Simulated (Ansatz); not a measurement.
**C4H10FIn: vertical ionisation energy**

An exercise on one series of results from a longer session: the logs are not shown, and one member is left open.

The runs use Ansatz 0.2.0, Gaussian basis; unrestricted cation, the program's frozen cores in correlated methods.

The runs, in order: UKS PBE-D4/def2-TZVPP; UKS r2SCAN-D4/def2-TZVPP; UKS PBE0-D4/def2-TZVPP; UKS B3LYP-D4/def2-TZVPP; UKS wB97X-V/def2-TZVPP; UKS wB97M-V/def2-TZVPP; UKS B2PLYP/def2-TZVPP; UHF-CCSD(T)/def2-TZVPP; UHF-MP2/def2-QZVPP; extrapolation to the limit; then −ε(HOMO) from the neutral's earlier runs with LDA (SPW92), PBE-D4, revPBE-D4, BLYP-D4, r2SCAN-D4, B97M-V, PBE0-D4, B3LYP-D4, r2SCANh-D4, r2SCAN0-D4, HSE06-D4, BHLYP-D4, CAM-B3LYP-D4, LC-ωPBE, ωB97X-V, ωB97M-V.

### The geometry

An earlier PBE0-D4 in a triple-zeta def2 set relaxation fixed the geometry. In takes the def2 core potential; no spin-orbit term is included.

SMILES `C[CH2][In]([F])[CH2]C`, 16 atoms, charge 0, spin multiplicity 1.

Atoms are counted from 1 here; the program's logs count them from 0.

Bond lengths: C1–C2 1.523 Å, C1–H7 1.091 Å, C1–H8 1.095 Å, C1–H9 1.093 Å, C2–In3 2.148 Å, C2–H10 1.093 Å, C2–H11 1.095 Å, In3–F4 1.989 Å, In3–C5 2.149 Å, C5–C6 1.523 Å, C5–H12 1.093 Å, C5–H13 1.095 Å, C6–H14 1.091 Å, C6–H15 1.092 Å, C6–H16 1.095 Å. Angles: C2–C1–H7 111.7°, C2–C1–H8 111.1°, C2–C1–H9 111.8°, H7–C1–H8 108.0°, H7–C1–H9 106.8°, H8–C1–H9 107.2°, C1–C2–In3 112.5°, C1–C2–H10 111.9°, C1–C2–H11 111.0°, In3–C2–H10 108.9°, In3–C2–H11 105.8°, H10–C2–H11 106.3°, C2–In3–F4 105.7°, C2–In3–C5 148.4°, F4–In3–C5 105.9°, In3–C5–C6 112.6°, In3–C5–H12 108.7°, In3–C5–H13 105.9° and more.

As a file:

```xyz
16
C4H10FIn
C     2.0070   -2.2391    0.2926
C     0.5857   -2.1083   -0.2384
In   -0.2316   -0.1456    0.0713
F     0.7382    0.6008    1.6397
C    -1.6427    1.3630   -0.5195
C    -1.2456    2.7545   -0.0457
H     2.0760   -1.9353    1.3385
H     2.3626   -3.2718    0.2162
H     2.7075   -1.6133   -0.2658
H     0.5231   -2.3541   -1.3013
H    -0.0909   -2.7972    0.2775
H    -1.7659    1.3216   -1.6046
H    -2.6031    1.0602   -0.0902
H    -1.0687    2.7792    1.0307
H    -0.3258    3.0984   -0.5243
H    -2.0259    3.4868   -0.2769
```

Set-up of the first run:

in.yaml reads:

```yaml
crystal:
  periodic: [false, false, false]
  atoms:
    - {symbol: C, position_ang: [2.007040, -2.239070, 0.292574]}
    - {symbol: C, position_ang: [0.585736, -2.108251, -0.238392]}
    - {symbol: In, position_ang: [-0.231591, -0.145606, 0.071324]}
    - {symbol: F, position_ang: [0.738171, 0.600847, 1.639702]}
    - {symbol: C, position_ang: [-1.642738, 1.363009, -0.519478]}
    - {symbol: C, position_ang: [-1.245560, 2.754512, -0.045686]}
    - {symbol: H, position_ang: [2.076029, -1.935319, 1.338549]}
    - {symbol: H, position_ang: [2.362587, -3.271771, 0.216206]}
    - {symbol: H, position_ang: [2.707532, -1.613336, -0.265780]}
    - {symbol: H, position_ang: [0.523066, -2.354131, -1.301253]}
    - {symbol: H, position_ang: [-0.090868, -2.797195, 0.277522]}
    - {symbol: H, position_ang: [-1.765858, 1.321649, -1.604551]}
    - {symbol: H, position_ang: [-2.603149, 1.060232, -0.090209]}
    - {symbol: H, position_ang: [-1.068658, 2.779247, 1.030678]}
    - {symbol: H, position_ang: [-0.325832, 3.098370, -0.524271]}
    - {symbol: H, position_ang: [-2.025898, 3.486813, -0.276925]}
basis:
  gaussian: {orbitals: def2-TZVPP}
total_charge: 1
magnetization: {spin_polarized: true, initial_magnetization: 1}
hamiltonian: {xc: pbe, dispersion: d4}
```

Command:

```
ansatz run in.yaml --threads 2 --pin off --events-out ev --progress --plain --max-ram 32768MiB --backend cuda --devices 0, --max-vram 18GiB
```

Steps of the session up to this table: Cation, UKS PBE-D4/def2-TZVPP; Cation, UKS r2SCAN-D4/def2-TZVPP; Cation, UKS PBE0-D4/def2-TZVPP; Cation, UKS B3LYP-D4/def2-TZVPP; Cation, UKS wB97X-V/def2-TZVPP; Cation, UKS wB97M-V/def2-TZVPP; Cation, UKS B2PLYP (frozen core)/def2-TZVPP; Cation, UHF-CCSD(T)/def2-TZVPP; Cation, UHF-MP2/def2-QZVPP.

One table of the session follows, with a row left open; its other results are not shown here.

For comparison, −ε(HOMO) of the neutral from earlier runs:

| functional | −ε(HOMO) (eV) |
| --- | --- |
| LDA (SPW92) | 6.14 |
| PBE-D4 | 5.97 |
| revPBE-D4 | 5.90 |
| BLYP-D4 | 5.84 |
| r2SCAN-D4 | ? |
| B97M-V | 6.22 |
| PBE0-D4 | 7.10 |
| B3LYP-D4 | 6.90 |
| r2SCANh-D4 | 6.60 |
| r2SCAN0-D4 | 7.24 |
| HSE06-D4 | 6.71 |
| BHLYP-D4 | 8.13 |
| CAM-B3LYP-D4 | 8.38 |
| LC-ωPBE | 9.68 |
| ωB97X-V | 9.32 |
| ωB97M-V | 9.21 |

Estimate the missing values for r2SCAN-D4.

Worked estimate for «−ε(HOMO) (eV)». Against the share of exact exchange, r2SCANh-D4 (0.1, 6.60), r2SCAN0-D4 (0.25, 7.24) give a slope of 4.27 per unit share; at 0 the line stands at 6.17.

**Answer.** −ε(HOMO) (eV): 6.18. In «−ε(HOMO) (eV)» the line misses by -0.01.
